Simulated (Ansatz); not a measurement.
# C2H6InNO: two torsions

Aim: map the energy of C2H6InNO, SMILES [CH3][In]([NH2])[CH]=O over two coordinates, and find its wells, ridges and stiffness.

Computed with Ansatz 0.2.0. Level: RKS B3LYP-D4/def2-SVP.

## Step 1: Where the work starts

SMILES `[CH3][In]([NH2])[CH]=O`, 11 atoms, charge 0, spin multiplicity 1.

Atoms are counted from 1 here; the program's logs count them from 0.

Bond lengths: C1–In2 2.178 Å, C1–H6 1.107 Å, C1–H7 1.107 Å, C1–H8 1.107 Å, In2–N3 2.053 Å, In2–C4 2.264 Å, N3–H9 1.023 Å, N3–H10 1.024 Å, C4–O5 1.212 Å, C4–H11 1.142 Å. Angles: In2–C1–H6 109.6°, In2–C1–H7 109.6°, In2–C1–H8 110.0°, H6–C1–H7 109.3°, H6–C1–H8 109.6°, H7–C1–H8 108.7°, C1–In2–N3 116.3°, C1–In2–C4 133.1°, N3–In2–C4 110.6°, In2–N3–H9 124.7°, In2–N3–H10 124.3°, H9–N3–H10 110.2°, In2–C4–O5 123.6°, In2–C4–H11 116.7°, O5–C4–H11 119.7°.

Geometry (Å):

| atom | x (Å) | y (Å) | z (Å) |
| --- | --- | --- | --- |
| C1 | -0.6348 | 1.0480 | 1.6756 |
| In2 | -0.0297 | -0.0362 | -0.1143 |
| N3 | 1.8977 | -0.7417 | -0.1421 |
| C4 | -1.0968 | -0.5532 | -2.0434 |
| O5 | -2.2686 | -0.3202 | -2.2455 |
| H6 | 0.2578 | 1.2904 | 2.2833 |
| H7 | -1.3260 | 0.4222 | 2.2729 |
| H8 | -1.1572 | 1.9817 | 1.3930 |
| H9 | 2.2899 | -1.3339 | -0.8784 |
| H10 | 2.5422 | -0.6917 | 0.6516 |
| H11 | -0.4745 | -1.0654 | -2.8528 |

This geometry comes from a loose relaxation at PBE in a small basis, which is not shown.

## Step 3: Setting up the map

First coordinate, dihedral C1–In2–N3–H9: 9 values from −180 to 140 °, periodic. Second coordinate, dihedral C1–In2–C4–O5: 9 values from −180 to 140 °, periodic.

Nothing else is relaxed (all other coordinates rigid). Energies count from the relaxed molecule at the same level. Points are written as (first, second).

(The set-up runs are not shown.)

## Step 4: Grid point (−180°, −180°)

input.yaml

```yaml
crystal:
  periodic: [false, false, false]
  atoms:
    - { symbol: C, position_ang: [-0.652421, 1.023332, 1.645899] }
    - { symbol: In, position_ang: [0.021416, -0.062874, -0.115742] }
    - { symbol: "N", position_ang: [1.944168, -0.745439, -0.135165] }
    - { symbol: C, position_ang: [-1.118785, -0.572939, -1.993374] }
    - { symbol: O, position_ang: [-0.61774, -1.186326, -2.901271] }
    - { symbol: H, position_ang: [0.161945, 1.098801, 2.380544] }
    - { symbol: H, position_ang: [-1.506051, 0.498681, 2.099921] }
    - { symbol: H, position_ang: [-0.977829, 2.033468, 1.356468] }
    - { symbol: H, position_ang: [2.372888, -1.263046, -0.896571] }
    - { symbol: H, position_ang: [2.610388, -0.608941, 0.619679] }
    - { symbol: H, position_ang: [-2.196813, -0.238861, -2.078807] }
basis:
  gaussian: { orbitals: def2-SVP }
hamiltonian:
  xc: { name: B3LYP }
  dispersion: d4
output:
  forces: true
```

The run is started by

```
$ ansatz run input.yaml --threads 1 --pin off --max-ram 2560MiB --backend cpu --events-out ev --progress --plain --runs-dir out
```

The session goes on with these runs: the other points that were computed.

What does the calculation give? Wanted: lowest point; highest computed point; largest force on an atom.

As calculated:

| quantity | value |
| --- | --- |
| lowest point | (−180°, −180°), 0.19 kJ/mol |
| highest computed point | (100°, −180°), 43.6 kJ/mol above the lowest |
| largest force on an atom (eV/Å) | 0.02 at (−180°, 20°) to 0.57 at (100°, −60°); 0.17 at the lowest point |
| time for the whole task | 13 min on 1 thread, shared host |

**Reading.** The lowest computed point is at (−180°, −180°), 0.19 kJ/mol from the relaxed molecule at the same level; the map holds 3 wells of about this depth. There is a further well near (20°, −180°) (4.4 kJ/mol above the lowest at that grid point). The highest computed point, (100°, −180°), lies 43.6 kJ/mol above the lowest. On the interpolated surface the easiest way out of the lowest well to the well at (−180°, 20°) passes a barrier of about 2.8 kJ/mol. Round the minimum the two coordinates are nearly uncoupled.
